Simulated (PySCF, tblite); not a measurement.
**C6H4F2− (doublet): geometry, infrared bands and EPR parameters**

Aim: predict the infrared bands and EPR parameters of C6H4F2− (doublet) (`FC1=C[CH][CH-]C(F)=C1`).

Programs: tblite 0.8.0 and PySCF 2.14.0, with density-fitted response routines of our own. Each step states its level of theory. These are calculated values for one molecule in the gas phase, unless marked as measured. Atoms are numbered from 0 throughout.

**1. Starting geometry**

12 atoms, charge -1, multiplicity 2; geometry from: force field or distance geometry start.

Bonds of the start (Å): F0–C1 1.36, C1–C2 1.31, C2–C3 1.47, C3–C4 1.49, C4–C5 1.45, C5–F6 1.36, C5–C7 1.33, C7–C1 1.47, C2–H8 1.10, C3–H9 1.12, C4–H10 1.10, C7–H11 1.07.

**2. Optimising the geometry with GFN2-xTB**

What the job is given:

```
{"job": {"kind": "relax", "xc": "GFN2-xTB", "basis": "xTB"}, "charge": -1, "multiplicity": 2}
F      0.369000     2.682500     0.070500
C      0.118600     1.346100     0.071200
C     -1.103900     0.883500     0.190700
C     -1.470200    -0.544200     0.198200
C     -0.260000    -1.404300     0.098800
C      1.088800    -0.876300    -0.027500
F      2.171100    -1.690900    -0.131800
C      1.267100     0.440100    -0.024200
H     -1.940100     1.594700     0.269000
H     -2.075600    -0.737300    -0.722600
H     -0.436200    -2.491100     0.095900
H      2.272600     0.796500    -0.114200
```

Run with:

```
> OMP_NUM_THREADS=1 python probes_run.py task.json out
```

One launch serves the whole session: the jobs run in the order shown.

**Question.** This job is followed by: GFN2-xTB harmonic vibrations, gas phase; UKS B3LYP, pcH-1 on C F H, non-relativistic, mean-field spin-orbit, GIAO. Predict these results of the whole session: strongest single infrared mode (GFN2-xTB); zero-point energy (GFN2-xTB); g(iso) (B3LYP); ⟨S²⟩; largest a(iso) (averaged by class).

**Answer**, as computed:

| quantity | value |
| --- | --- |
| strongest single infrared mode (GFN2-xTB) | 3060 cm⁻¹, 221 km/mol |
| zero-point energy (GFN2-xTB) | 46.5 kcal/mol |
| g(iso) (B3LYP) | 2.00286 |
| ⟨S²⟩ | 0.758 (exact 0.75) |
| largest a(iso) (averaged by class) | 13C on C3, 39.2 MHz |

**Reading.** Relaxing lowered the energy by 1.023 eV in 48 steps; the close pair that moved most is C5–C7, from 1.328 to 1.441 Å. No mode is imaginary among the 30: a minimum at this level. The strongest single mode, at 3060 cm⁻¹, moves mainly H9 and H8. GFN2-xTB is a fitted tight-binding method: band positions and strengths are rough. Its intensities can rank the bands wrongly. The largest spin populations lie on C3 (0.52 e), C7 (0.39 e). The isotropic g lies 0.5 ppt above the free-electron value.
